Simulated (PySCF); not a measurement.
# [Er(H2S)2]3+: forces at shaken geometries

How stiff is [Er(H2S)2]3+? Its atoms are displaced at random by several amounts. The structure is generated, not taken from experiment.

The runs use PySCF 2.14.0; r2SCAN, Er lcecp-1-SVP with ECP57, S def2-SVP, H def2-SVP; scalar-relativistic core potentials, no spin–orbit coupling.

5 further runs of the same task are left out: 2 for a known fault of the program, 2 that didn't finish, 1 set aside as unsound or not needed.

## 1. Where the work starts

7 atoms, charge 3, spin multiplicity 1.

Bond lengths: Er1–S2 2.752 Å, Er1–S5 2.752 Å, S2–H3 1.375 Å, S2–H4 1.374 Å, S5–H6 1.375 Å, S5–H7 1.374 Å. Angles: S2–Er1–S5 95.4°, Er1–S2–H3 109.2°, Er1–S2–H4 109.0°, H3–S2–H4 97.4°, Er1–S5–H6 109.2°, Er1–S5–H7 109.0°, H6–S5–H7 97.4°.

Geometry (Å):

```xyz
7

Er    1.42983    0.00000    0.00000
S    -0.42187    0.21401    2.02447
H     0.22211    0.13355    3.23659
H    -0.82453    1.52372    2.12514
S    -0.42187   -0.21401   -2.02447
H     0.22211   -0.13355   -3.23659
H    -0.82453   -1.52372   -2.12514
```

Formal oxidation states: Er +3. Each metal's 11 4f electrons lie in its core potential, so multiplicities, spins and levels count the valence alone. An earlier session relaxed this geometry at r2SCAN, Er lcecp-1-SVP with ECP57, S def2-SVP, H def2-SVP (singlet, point group C2).

Its energy there is -835.503036 Eh.

## 2. Atoms moved at random, σ = 0.03 Å

File run.py (the lines that set the calculation):

```python
mol = gto.M(atom='''
Er     1.40902     0.04497     0.00682
S     -0.41229     0.19990     2.04306
H      0.22481     0.08272     3.23777
H     -0.81446     1.50757     2.14392
S     -0.42005    -0.20009    -2.06428
H      0.20363    -0.12040    -3.22461
H     -0.80940    -1.51468    -2.14269''',
    basis={'Er': 'lcecp-1-SVP', 'S': 'def2-SVP', 'H': 'def2-SVP'},
    ecp={'Er': 'lcecp-1-SVP'},
    charge=3, spin=0)
mf = dft.RKS(mol, xc='R2SCAN')
mf.grids.atom_grid = (50, 194)  # f atoms: unpruned, at least (60, 302)
mf = mf.density_fit()  # fitting sets: Er AutoAux, S def2-universal-JKFIT, H def2-universal-JKFIT
mf.conv_tol = 1e-08; mf.max_cycle = 55
mf.kernel(dm0)  # dm0: the density of the relaxed state
```

Launch:

```bash
> OMP_NUM_THREADS=2 python run.py
```

## 3. Atoms moved at random, σ = 0.06 Å

File run.py (the lines that set the calculation):

```python
mol = gto.M(atom='''
Er     1.46325    -0.12437     0.03402
S     -0.28197     0.12290     2.09032
H      0.15617     0.25789     3.15496
H     -0.72435     1.53124     2.21517
S     -0.51977    -0.20868    -2.08945
H      0.21918    -0.11024    -3.34974
H     -0.93125    -1.46873    -2.05529''',
    basis={'Er': 'lcecp-1-SVP', 'S': 'def2-SVP', 'H': 'def2-SVP'},
    ecp={'Er': 'lcecp-1-SVP'},
    charge=3, spin=0)
mf = dft.RKS(mol, xc='R2SCAN')
mf.grids.atom_grid = (50, 194)  # f atoms: unpruned, at least (60, 302)
mf = mf.density_fit()  # fitting sets: Er AutoAux, S def2-universal-JKFIT, H def2-universal-JKFIT
mf.conv_tol = 1e-08; mf.max_cycle = 55
mf.kernel(dm0)  # dm0: the density of the relaxed state
```

## 4. Atoms moved at random, σ = 0.03 Å

File run.py (the lines that set the calculation):

```python
mol = gto.M(atom='''
Er     1.41428    -0.00074    -0.00701
S     -0.41269     0.22372     2.01964
H      0.23464     0.16956     3.21844
H     -0.83369     1.53384     2.16124
S     -0.41118    -0.22359    -2.00375
H      0.23466    -0.18115    -3.26260
H     -0.84475    -1.52165    -2.12595''',
    basis={'Er': 'lcecp-1-SVP', 'S': 'def2-SVP', 'H': 'def2-SVP'},
    ecp={'Er': 'lcecp-1-SVP'},
    charge=3, spin=0)
mf = dft.RKS(mol, xc='R2SCAN')
mf.grids.atom_grid = (50, 194)  # f atoms: unpruned, at least (60, 302)
mf = mf.density_fit()  # fitting sets: Er AutoAux, S def2-universal-JKFIT, H def2-universal-JKFIT
mf.conv_tol = 1e-08; mf.max_cycle = 55
mf.kernel(dm0)  # dm0: the density of the relaxed state
```

**Question.** What will these runs give? Wanted: for each run, σ; energy rise; harmonic estimate −½ F·u; largest force component.

The runs gave:

| σ (Å) | energy rise (eV) | harmonic estimate −½ F·u (eV) | largest force component (eV/Å) |
| --- | --- | --- | --- |
| 0.03 | 0.046 | 0.048 | 1.41 |
| 0.06 | 1.241 | 1.280 | 8.32 |
| 0.03 | 0.031 | 0.030 | 1.00 |

Every displacement raises the energy. For a harmonic well the rise equals −½ F·u; the two differ by at most 4 % here (a move with σ = 0.03 Å), from anharmonicity, the grid and the small forces left at the relaxed point. The bases are small and lack diffuse functions. Spin–orbit coupling is left out.
